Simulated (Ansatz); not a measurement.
# WS2: the cost of one run

Program: Ansatz 0.2.0. Level of theory: DFT PBE+D3(BJ), scalar-relativistic, plane waves, PAW, and further levels as typed in the inputs. These are calculated values, not measurements.

**1. The structure to begin with**

The structure is hexagonal, space group P6_3/mmc (No. 194). Conventional cell: a = 3.153 Å, b = 3.153 Å, c = 12.323 Å, α = 90.00°, β = 90.00°, γ = 120.00°. W (site symmetry -6m2) is surrounded by 6 S at 2.40 Å. S (site symmetry 3m) is surrounded by 3 W at 2.40 Å.

As a file:

```xyz
6
Lattice="3.1532 0.0000 0.0000 -1.5766 2.7308 0.0000 0.0000 0.0000 12.3230" Properties=species:S:1:pos:R:3 pbc="T T T"
W     0.0000    1.8205    3.0808
W     1.5766    0.9103    9.2423
S     0.0000    1.8205    7.6711
S     1.5766    0.9103    1.5096
S     0.0000    1.8205   10.8134
S     1.5766    0.9103    4.6519
```

The structure rests on an entry of the Crystallography Open Database; cell or positions may have been set otherwise for this series.

**2. Relaxing cell and atoms: WS2, no spin**

input.yaml

```yaml
crystal:
  lattice:
    - [3.1532, 0.0, 0.0]
    - [-1.5766, 2.7307513032, 0.0]
    - [0.0, 0.0, 12.323]
  atoms:
    - { symbol: W, position: [0.3333333333, 0.6666666667, 0.25] }
    - { symbol: W, position: [0.6666666667, 0.3333333333, 0.75] }
    - { symbol: S, position: [0.3333333333, 0.6666666667, 0.6225] }
    - { symbol: S, position: [0.6666666667, 0.3333333333, 0.1225] }
    - { symbol: S, position: [0.3333333333, 0.6666666667, 0.8775] }
    - { symbol: S, position: [0.6666666667, 0.3333333333, 0.3775] }
scf:
  occupations: { method: fixed }
output:
  forces: true
  stress: true
  eigenvalues: true
  write_density: true
  write_potential: true
  elf: true
  volumetric_format: npy
kpoints:
  mp_grid: { grid: [12, 12, 3] }
relax:
  f_tol: 0.003
  max_steps: 80
  cell: { stress_tol: 0.01, p_target: 0 }
hamiltonian:
  dispersion: d3bj
```

Command:

```console
$ ansatz run input.yaml --threads 4 --pin off --max-ram 12288MiB --backend cpu --events-out ev --progress --plain --runs-dir out
```

**Question.** How long does this run take on 4 threads of AMD EPYC 7R43 (Zen 3), shared host, and how much memory does it need?

About 12 s, with a peak of 0.57 GiB.
